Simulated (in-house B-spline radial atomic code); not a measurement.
**I¹⁶⁺: ionisation energy by several methods**

Wanted: one ionisation energy, I¹⁶⁺ to configuration [Ar] 3d10 4s2 4p6, up the ladder of functionals.

The numbers are computed with in-house B-spline radial atomic code version 1 (scalar-relativistic (X2C), several functionals, spin-polarised; spherical all-electron atom at the radial basis limit), except any that are marked as measured or tabulated.

### 1 The system

- element: iodine (Z = 53)
- charge: +16
- electrons: 37
- configuration: [Kr] 4d1
- nucleus: Fermi, rms radius 4.750 fm

Outer shells as boxes (Hund's rule):

[Kr] 4d1
```
[Kr] core
4d [↑ ][  ][  ][  ][  ]
```

Where spins are not typed, each open shell is filled with up spins first.

### 2 OLYP, a GGA

The run's settings:

```ini
Z = 53
electrons = 37.0
configuration = [Kr] 4d1
hamiltonian = x2c
method = optx,lyp
spin_polarised = True
nucleus = fermi
rms_radius = 4.75
mass_number = 127
atomic_mass = 126.904472592
speed_of_light = 137.035999084
```

### 3 TPSS, a meta-GGA

The settings differ from step 2 so:

```diff
@@ -4,3 +4,3 @@
 hamiltonian = x2c
-method = optx,lyp
+method = tpss,tpss
 spin_polarised = True
```

The tabulated ionisation energy is 393 ± 3 eV (tabulated theoretical; NIST Atomic Spectra Database). What does each method give, and which comes nearest?

As calculated:

| method | rung | total energy (hartree) | ΔSCF (eV) | −ε highest (eV) | ΔSCF less tabulated (eV) |
| --- | --- | --- | --- | --- | --- |
| OLYP | GGA | -7022.1713 | 394.74 | 380.26 (4d up) | +1.74 |
| TPSS | meta-GGA | -7019.9159 | 393.36 | 378.91 (4d up) | +0.36 |

What this shows: Tables give 393 ± 3 eV (tabulated theoretical; NIST Atomic Spectra Database) for the ionisation energy. TPSS misses by +0.36 eV, the least, and OLYP by +1.74 eV (0.44 %), the most. The table's own uncertainty is as large as these misses, so the order means little. Relativistic terms that these runs lack can be as large as the gaps between close methods, so the nearest may be so by luck. Spin-orbit coupling is left out. Open shells are averaged (over orientations, and over spins where the run is restricted), while tables refer to the lowest levels. For the semilocal functionals minus the highest level recovers only 96 % of their own ΔSCF value, a mark of self-interaction.

Members of this set that are not shown: 5 used exact exchange with fractional occupations of an open shell, which is unsound here.
